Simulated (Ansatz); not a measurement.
# CH₆SSi₂: small, medium and large basis sets

How large a basis does CH₆SSi₂ need? Two functionals are run in growing sets.

Program: Ansatz 0.2.0, Gaussian basis. Level of theory: one geometry, several basis sets. These are calculated values, not measurements.

The runs, in order: PBE0-D4/def2-SVP; ωB97M-V/def2-SVP; PBE0-D4/def2-QZVPP; ωB97M-V/def2-QZVPP; the functionals' def2-TZVPP values are taken from earlier runs.

**1. Structure used throughout**

All runs share one geometry, relaxed beforehand with PBE0-D4 in a triple-zeta def2 set.

SMILES `[SiH3]C1[SiH2]S1`, 10 atoms, charge 0, spin multiplicity 1.

Atoms are counted from 1 here; the program's logs count them from 0.

Bond lengths: Si1–C2 1.861 Å, Si1–H5 1.487 Å, Si1–H6 1.490 Å, Si1–H7 1.485 Å, C2–Si3 1.842 Å, C2–S4 1.879 Å, C2–H8 1.089 Å, Si3–S4 2.085 Å, Si3–H9 1.478 Å, Si3–H10 1.478 Å. Angles: C2–Si1–H5 111.1°, C2–Si1–H6 109.7°, C2–Si1–H7 108.7°, H5–Si1–H6 108.7°, H5–Si1–H7 109.2°, H6–Si1–H7 109.4°, Si1–C2–Si3 121.4°, Si1–C2–S4 113.3°, Si1–C2–H8 116.4°, Si3–C2–S4 68.1°, Si3–C2–H8 115.8°, S4–C2–H8 111.7°, C2–Si3–S4 56.8°, C2–Si3–H9 118.8°, C2–Si3–H10 119.1°, S4–Si3–H9 118.4°, S4–Si3–H10 118.9°, H9–Si3–H10 113.6° and more.

**2. PBE0-D4 in def2-SVP**

File in.yaml:

```yaml
crystal:
  periodic: [false, false, false]
  atoms:
    - {symbol: Si, position_ang: [-0.793822, 0.848475, -0.999364]}
    - {symbol: C, position_ang: [-0.441504, -0.484043, 0.251009]}
    - {symbol: Si, position_ang: [1.192922, -0.603339, 1.092893]}
    - {symbol: S, position_ang: [0.598677, -1.890063, -0.435825]}
    - {symbol: H, position_ang: [-1.618327, 0.325218, -2.120121]}
    - {symbol: H, position_ang: [-1.528216, 1.968653, -0.347539]}
    - {symbol: H, position_ang: [0.496790, 1.351219, -1.536130]}
    - {symbol: H, position_ang: [-1.295022, -0.854119, 0.817283]}
    - {symbol: H, position_ang: [1.247578, -1.129865, 2.473072]}
    - {symbol: H, position_ang: [2.223827, 0.416764, 0.807722]}
basis:
  gaussian: {orbitals: def2-SVP}
hamiltonian: {xc: pbe0, dispersion: d4}
output: {orbitals: {seedname: orbitals}}
```

The run is started by

```
$ ansatz run in.yaml --threads 2 --pin off --events-out ev --progress --plain --max-ram 4352MiB
```

The runs that follow: ωB97M-V in def2-SVP; PBE0-D4 in def2-QZVPP; ωB97M-V in def2-QZVPP.

Before running them: what should the planned runs give, taken together? Wanted: PBE0-D4: double and triple zeta above quadruple; ωB97M-V: double and triple zeta above quadruple.

As calculated:

| quantity | value |
| --- | --- |
| PBE0-D4: double and triple zeta above quadruple | 11.51, 0.93 eV |
| ωB97M-V: double and triple zeta above quadruple | 11.53, 0.86 eV |

What this shows: For PBE0-D4 the step from double to triple zeta gains 10.58 eV and the next only 0.93 eV. These are total energies; as a rule much of such shifts cancels in differences, which this series doesn't test. The LUMO of ωB97M-V is positive and keeps falling with the basis (1.67 to 0.85 eV): an unbound level that the basis holds in place.
